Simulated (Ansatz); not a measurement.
**One shape, several levels: WF6 (tungsten hexafluoride)**

We compute a comparison of 5 runs (HF/def2-SVP, BLYP/def2-SVP, PBE/def2-SVP, r2SCAN/def2-SVP, MP2/def2-SVP) of WF6 (tungsten hexafluoride). 

The results are computed with Ansatz 0.2.0.

1 further run of the same task is left out (it didn't finish). Runs told in other sessions of the task aren't counted.

### 1 The structure to begin with

The species is WF6 (7 atoms), meant as a singlet with charge 0. SMILES: `[F][W]([F])([F])([F])([F])[F]`. One bond was lengthened or shortened from a relaxed shape.

Bond lengths: F1–W2 1.834 Å, W2–F3 1.834 Å, W2–F4 1.834 Å, W2–F5 2.109 Å, W2–F6 1.834 Å, W2–F7 1.834 Å. Some angles: F1–W2–F3 90.1°, F1–W2–F4 90.0°, F1–W2–F5 90.0°, F1–W2–F6 89.9°, F1–W2–F7 179.9°, F3–W2–F4 89.9°, F3–W2–F5 179.9°, F3–W2–F6 90.0°, F3–W2–F7 90.0°, F4–W2–F5 90.0°.

### 2 The energy at HF/def2-SVP (core potential) (run 1)

in.yaml reads:

```yaml
crystal:
  periodic: [false, false, false]
  atoms:
    - {symbol: F, position_ang: [-1.268903, -0.185791, -1.338998]}
    - {symbol: W, position_ang: [-0.216313, -0.063961, 0.157362]}
    - {symbol: F, position_ang: [-1.656483, -0.491041, 1.208752]}
    - {symbol: F, position_ang: [0.199927, -1.843401, 0.008142]}
    - {symbol: F, position_ang: [1.442130, 0.426350, -1.049020]}
    - {symbol: F, position_ang: [-0.636653, 1.714559, 0.305802]}
    - {symbol: F, position_ang: [0.838247, 0.059499, 1.652192]}
basis:
  gaussian:
    orbitals: def2-SVP
hamiltonian:
  xc: hf
accuracy: high
output:
  orbitals: {seedname: orbitals}
```

The run is started by

```
ansatz run in.yaml --threads 1 --pin off --max-ram 3480MiB --events-out events.jsonl --progress --plain --runs-dir runs
```

The program printed:

```text
Warning: RAYON_NUM_THREADS=1 ignored (pool sized by the plan → 1); use --threads N
Functional definition: HF
  name "HF"
  exchange = exact_x
  correlation = 0
2504 factors; integrals over basis functions are off by at most 3.0e-9 eV
mean field evaluation 1: about -18020.3678 eV, gradient 8.1e1 eV
mean field evaluation 2: about -18020.5534 eV, gradient 8.2e1 eV
mean field evaluation 4: about -18032.6052 eV, gradient 4.0e0 eV
mean field evaluation 8: about -18032.6906 eV, gradient 8.8e-1 eV
mean field evaluation 16: about -18032.6930 eV, gradient 1.5e-6 eV
mean field -18032.69298344 eV, -662.6892441430 hartree, gradient 3.6e-8 eV, S^2 0.000000; 0 other end points of the search recorded, 0 dependent functions left out
reference -18032.69298344 eV, -662.6892441430 hartree; 34, 34 occupied and 82, 82 virtual orbitals, 2504 factors
Total energy: -18032.69298344 eV, -662.6892441430 hartree
```

It took 7.2 s on 1 thread of Arm Neoverse V1, shared host; peak memory 0.42 GiB.

### 3 The energy at BLYP/def2-SVP (core potential) (run 2)

Edit in.yaml of step 2 so:

```diff
@@ -11,8 +11,6 @@
 basis:
-  gaussian:
-    orbitals: def2-SVP
-hamiltonian:
-  xc: hf
+  gaussian: {orbitals: def2-SVP}
+magnetization: {spin_polarized: false}
+hamiltonian: {xc: {name: BLYP}}
 accuracy: high
-output:
-  orbitals: {seedname: orbitals}
+output: {orbitals: {seedname: orbitals}}
```

The run is started by

```
ansatz run in.yaml --threads 1 --pin off --max-ram 3480MiB --events-out events.jsonl --progress --plain --runs-dir runs
```

The program printed:

```text
Warning: RAYON_NUM_THREADS=1 ignored (pool sized by the plan → 1); use --threads N
Functional definition: BLYP
  name "BLYP"
  parameter beta = 0.0042
  parameter a = 0.04918
  parameter b = 0.132
  parameter c = 0.2533
  parameter d = 0.349
  exchange = b88_x(beta = beta)
  correlation = lyp_c(a = a, b = b, c = c, d = d)
2504 factors; integrals over basis functions are off by at most 3.0e-9 eV
mean field evaluation 1: about -18104.4666 eV, gradient 9.5e1 eV
mean field evaluation 2: about -17750.1677 eV, gradient 3.6e2 eV
mean field evaluation 4: about -18118.3032 eV, gradient 3.5e1 eV
mean field evaluation 8: about -18120.5140 eV, gradient 3.9e-1 eV
mean field evaluation 16: about -18120.5258 eV, gradient 4.4e-3 eV
mean field -18120.52584197 eV, -665.9170421590 hartree, gradient 3.7e-8 eV, S^2 0.000000; 0 other end points of the search recorded, 0 dependent functions left out
reference -18120.52589774 eV, -665.9170442083 hartree; 34, 34 occupied and 82, 82 virtual orbitals, 2504 factors
Total energy: -18120.52589774 eV, -665.9170442083 hartree
```

Wall time 14 s (1 thread of Arm Neoverse V1, shared host); peak memory 0.37 GiB.

Runs 3 to 4 aren't shown in full; the table further down has their settings and results.

### 4 The energy at MP2/def2-SVP (core potential) (run 5)

job.yaml reads:

```yaml
crystal:
  periodic: [false, false, false]
  atoms:
    - {symbol: F, position_ang: [-1.268903, -0.185791, -1.338998]}
    - {symbol: W, position_ang: [-0.216313, -0.063961, 0.157362]}
    - {symbol: F, position_ang: [-1.656483, -0.491041, 1.208752]}
    - {symbol: F, position_ang: [0.199927, -1.843401, 0.008142]}
    - {symbol: F, position_ang: [1.442130, 0.426350, -1.049020]}
    - {symbol: F, position_ang: [-0.636653, 1.714559, 0.305802]}
    - {symbol: F, position_ang: [0.838247, 0.059499, 1.652192]}
basis:
  gaussian:
    orbitals: def2-SVP
correlation:
  method: mp2
  frozen_orbitals: {F: 1, W: 0}
accuracy: high
```

The run is started by

```
ansatz run job.yaml --threads 1 --pin off --max-ram 3480MiB --events-out events.jsonl --progress --plain --runs-dir runs
```

The program printed:

```text
Warning: RAYON_NUM_THREADS=1 ignored (pool sized by the plan → 1); use --threads N
[... 4 set-up lines as earlier in the session ...]
2504 factors; integrals over basis functions are off by at most 3.0e-9 eV
mean field evaluation 1: about -18020.3678 eV, gradient 8.1e1 eV
mean field evaluation 2: about -18020.5534 eV, gradient 8.2e1 eV
mean field evaluation 4: about -18032.6052 eV, gradient 4.0e0 eV
mean field evaluation 8: about -18032.6906 eV, gradient 8.8e-1 eV
mean field evaluation 16: about -18032.6930 eV, gradient 1.5e-6 eV
mean field -18032.69298344 eV, -662.6892441430 hartree, gradient 3.6e-8 eV, S^2 0.000000; 0 other end points of the search recorded, 0 dependent functions left out
6 core orbitals not correlated: weight in the atoms' cores, before any rotation towards them, 1.000 or more for the frozen orbitals, at most 0.000 for the correlated occupied ones
reference -18032.69298344 eV, -662.6892441430 hartree; 28, 28 occupied and 82, 82 virtual orbitals, 2504 factors
second order -41.19364635 eV of doubles, -0.00000000 eV of singles
Total energy: -18073.88662979 eV, -664.2030827244 hartree
```

Wall time 9 s (1 thread of Arm Neoverse V1, shared host); peak memory 0.42 GiB.

### 5 Overview of the runs

| run | level | frozen core orbitals | energy (Eh) | HOMO energy (eV) | LUMO energy (eV) | HOMO–LUMO gap (eV) | wall time |
| --- | --- | --- | --- | --- | --- | --- | --- |
| 1 | HF/def2-SVP (core potential) | – | -662.689244 | -17.14 | -2.60 | 14.53 | 7.2 s |
| 2 | BLYP/def2-SVP (core potential) | – | -665.917044 | -9.25 | -5.51 | 3.74 | 14 s |
| 3 | PBE/def2-SVP (core potential) | – | -665.450682 | -9.37 | -5.61 | 3.76 | 13 s |
| 4 | r2SCAN/def2-SVP (core potential) | – | -665.745682 | -9.97 | -5.89 | 4.08 | 30 s |
| 5 | MP2/def2-SVP (core potential) | 6 | -664.203083 | – | – | – | 9 s |

### 6 Outcome

| quantity | value |
| --- | --- |
| run 5: total energy | -664.20308 Eh |
| run 5: correlation energy (6 core orbitals frozen) | -1513.8 mEh |

Over runs 1, 2, 3, 4 the HOMO–LUMO gap runs from 3.74 eV (BLYP/def2-SVP) to 14.53 eV (HF/def2-SVP). Exact exchange widens orbital gaps. Totals of different functionals can't be ranked against each other. All runs together took 73 s, the longest 30 s.
